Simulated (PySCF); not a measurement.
**[La(H2O)3]2+: other functionals and bases at one geometry**

One table from this session's results is given with a row withheld; the runs are named, their logs left out.

Computed with PySCF 2.14.0. Level: several levels, as the steps say, no spin–orbit coupling.

1 further run of the same task is left out (for a known fault of the program).

### Starting geometry

10 atoms, charge 2, spin multiplicity 1.

Bond lengths: La1–O2 2.603 Å, La1–O5 2.603 Å, La1–O8 2.603 Å, O2–H3 0.972 Å, O2–H4 0.972 Å, O5–H6 0.972 Å, O5–H7 0.972 Å, O8–H9 0.972 Å, O8–H10 0.972 Å. Angles: O2–La1–O5 120.0°, O2–La1–O8 120.0°, O5–La1–O8 120.0°, La1–O2–H3 128.3°, La1–O2–H4 128.3°, H3–O2–H4 103.4°, La1–O5–H6 128.3°, La1–O5–H7 128.3°, H6–O5–H7 103.4°, La1–O8–H9 128.3°, La1–O8–H10 128.3°, H9–O8–H10 103.4°.

As a file:

```xyz
10
charge 2, multiplicity 1
La    0.00000    0.00000    0.00000
O     2.60348   -0.00001    0.00000
H     3.20587   -0.62983    0.43062
H     3.20587    0.62982   -0.43062
O    -1.30174    2.25468    0.00000
H    -1.05749    3.09128    0.43062
H    -2.14837    2.46146   -0.43062
O    -1.30174   -2.25468    0.00000
H    -2.14838   -2.46145    0.43062
H    -1.05750   -3.09128   -0.43062
```

Formal oxidation states: La +2. Each metal's 1 4f electrons lie in its core potential, so multiplicities, spins and levels count the valence alone. For divalent La, Ce, Gd or Lu the extra electron is normally 5d or 6s, so this core forces an excited configuration. An earlier session relaxed this geometry at PBE0, La lcecp-0-SVP with ECP47, O def2-SVP, H def2-SVP (singlet, point group D3).

At PBE0 on the finer grid: E = -254.518533 Eh, frontier levels not given, since the 4f levels lie in the core, Mulliken charge on La1 +1.48 e, largest force component 0.004 eV/Å. 

Levels to run: PBE; HF; PBE0, TZVP. Hardware: 2 threads of Arm Neoverse V1, shared host.

The first run:

Input file run.py (the lines that set the calculation):

```python
mol = gto.M(atom='''
La     0.00000     0.00000     0.00000
O      2.60348    -0.00001     0.00000
H      3.20587    -0.62983     0.43062
H      3.20587     0.62982    -0.43062
O     -1.30174     2.25468     0.00000
H     -1.05749     3.09128     0.43062
H     -2.14837     2.46146    -0.43062
O     -1.30174    -2.25468     0.00000
H     -2.14838    -2.46145     0.43062
H     -1.05750    -3.09128    -0.43062''',
    basis={'La': 'lcecp-0-SVP', 'O': 'def2-SVP', 'H': 'def2-SVP'},
    ecp={'La': 'lcecp-0-SVP'},
    charge=2, spin=0)
mf = dft.RKS(mol, xc='PBE')
mf.grids.atom_grid = (75, 302)  # f atoms: unpruned, at least (60, 302)
mf = mf.density_fit()  # fitting sets: La AutoAux, O def2-universal-JKFIT, H def2-universal-JKFIT
mf.conv_tol = 1e-08; mf.max_cycle = 55
mf.kernel(dm0)  # dm0: the density of the relaxed state
```

Command:

```bash
$ OMP_NUM_THREADS=2 python run.py
```

Among the steps run: PBE; HF; PBE0, TZVP.

One of the session's tables, all rows but one given; the rest of the session is left out.

```
              level  charge on La1 (e)  largest force component (eV/Å)
PBE0 (relaxed here)               1.48                            0.00
                PBE                  ?                               ?
                 HF               1.65                            1.48
         PBE0, TZVP               1.70                            0.40
```

**Question.** Estimate the row for PBE.

The run gave: charge on La1 (e): 1.38; largest force component (eV/Å): 0.63. In the column «charge on La1 (e)» it is the lowest.

The largest leftover force, 1.48 eV/Å with HF, stands at a geometry relaxed at another level. With 4f in the core, its levels are missing from HOMO and gap, and its count is fixed, so no charge can pass from the ligands into it. Total energies of different levels can't be compared.
